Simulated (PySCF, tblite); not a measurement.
# C5H8BF3O: geometry, infrared bands and NMR shifts

What infrared bands and NMR shifts should C5H8BF3O (`C[C@@H](F)[C@](C)(C=O)B(F)F`) show?

The runs use tblite 0.8.0 and PySCF 2.14.0, with density-fitted response routines of our own; the level of theory stands in each step. All values are computed, except where a source is named. Atoms are numbered from 0 throughout.

## Step 1: Starting geometry

18 atoms, charge 0, multiplicity 1; geometry from: force field or distance geometry start.

Bonds of the start (Å): C0–C1 1.53, C1–F2 1.39, C1–C3 1.51, C3–C4 1.52, C3–C5 1.49, C5–O6 1.24, C3–B7 1.58, B7–F8 1.44, B7–F9 1.45, C0–H10 1.09, C0–H11 1.11, C0–H12 1.11, C1–H13 1.11, C4–H14 1.12, C4–H15 1.10, C4–H16 1.12, C5–H17 1.10.

## Step 2: Geometry optimisation with GFN2-xTB

The job: settings as JSON, then the geometry in Å.

```
{"job": {"kind": "relax", "xc": "GFN2-xTB", "basis": "xTB"}, "charge": 0, "multiplicity": 1}
C      1.939800    -0.362600     0.403100
C      0.616600    -0.947700    -0.091600
F      0.246000    -1.970900     0.770100
C     -0.434300     0.137900    -0.087100
C     -1.749200    -0.466000    -0.558700
C     -0.075600     1.156700    -1.115400
O      0.953700     1.036300    -1.803600
B     -0.588700     0.802800     1.334600
F     -1.517600     0.225500     2.277900
F     -0.135600     2.166200     1.535500
H      2.789800    -0.766400    -0.150100
H      2.099500    -0.576600     1.478800
H      1.938200     0.746000     0.307800
H      0.811400    -1.357300    -1.100800
H     -2.531900    -0.108300     0.151300
H     -1.970000    -0.151600    -1.594200
H     -1.666400    -1.580700    -0.517300
H     -0.734300     2.023100    -1.252000
```

Launch:

```sh
$ OMP_NUM_THREADS=1 python probes_run.py task.json out
```

One launch serves the whole session: the jobs run in the order shown.

**Question.** This job is followed by: GFN2-xTB harmonic vibrations, gas phase; GIAO PBE0/pcSseg-1 NMR shielding, non-relativistic, gas phase. What will the session give for the following? strongest single infrared mode (GFN2-xTB); zero-point energy (GFN2-xTB); ¹³C shifts against TMS (PBE0/pcSseg-1); ¹H shifts against TMS (PBE0/pcSseg-1, means over atoms taken as alike); ¹⁹F shifts against CFCl3 (PBE0/pcSseg-1, means over atoms taken as alike); ¹⁷O shifts against H2O (PBE0/pcSseg-1); ¹¹B shifts against BF3·OEt2 (PBE0/pcSseg-1); surface potential, 1st and 99th percentile.

**Answer**, as computed:

| quantity | value |
| --- | --- |
| strongest single infrared mode (GFN2-xTB) | 1311 cm⁻¹, 391 km/mol |
| zero-point energy (GFN2-xTB) | 81.2 kcal/mol |
| ¹³C shifts against TMS (PBE0/pcSseg-1) | 205.6, 96.7, 56.4, 23.5, 15.6 ppm |
| ¹H shifts against TMS (PBE0/pcSseg-1, means over atoms taken as alike) | 9.77, 4.74, 1.71, 1.56 ppm |
| ¹⁹F shifts against CFCl3 (PBE0/pcSseg-1, means over atoms taken as alike) | -56.2, -208.2 ppm |
| ¹⁷O shifts against H2O (PBE0/pcSseg-1) | 675.2 ppm |
| ¹¹B shifts against BF3·OEt2 (PBE0/pcSseg-1) | 25.4 ppm |
| surface potential, 1st and 99th percentile | -1.22 V and 1.93 V |

In words: The optimisation took 89 steps and gained 1.233 eV; among the close pairs (by a distance rule), B7–F9 changed most, from 1.451 to 1.313 Å. The lowest mode is slightly imaginary (8i cm⁻¹), a soft motion within the noise of the Hessian, so the minimum is not strictly shown. The strongest single mode, at 1311 cm⁻¹, moves mainly B7. GFN2-xTB is a fitted tight-binding method: band positions and strengths are rough. Its intensities can rank the bands wrongly. C5 (aldehyde carbonyl carbon) lies farthest downfield among carbon, at 205.6 ppm; low-lying n→π* states of the double bond to the heteroatom give a large paramagnetic term (-267 ppm). The most deshielded hydrogen is H17 (hydrogen on an aldehyde carbonyl carbon), at 9.77 ppm: the formyl region, downfield of aromatic protons. At PBE0/pcSseg-1: Shielding is most anisotropic at O6 (span 1336 ppm, paramagnetic term -740 ppm). By nearest atom (PBE0/pcSseg-1), the HOMO sits on O6 59 %; H17 14 % and the LUMO on C5 34 %; O6 25 %.
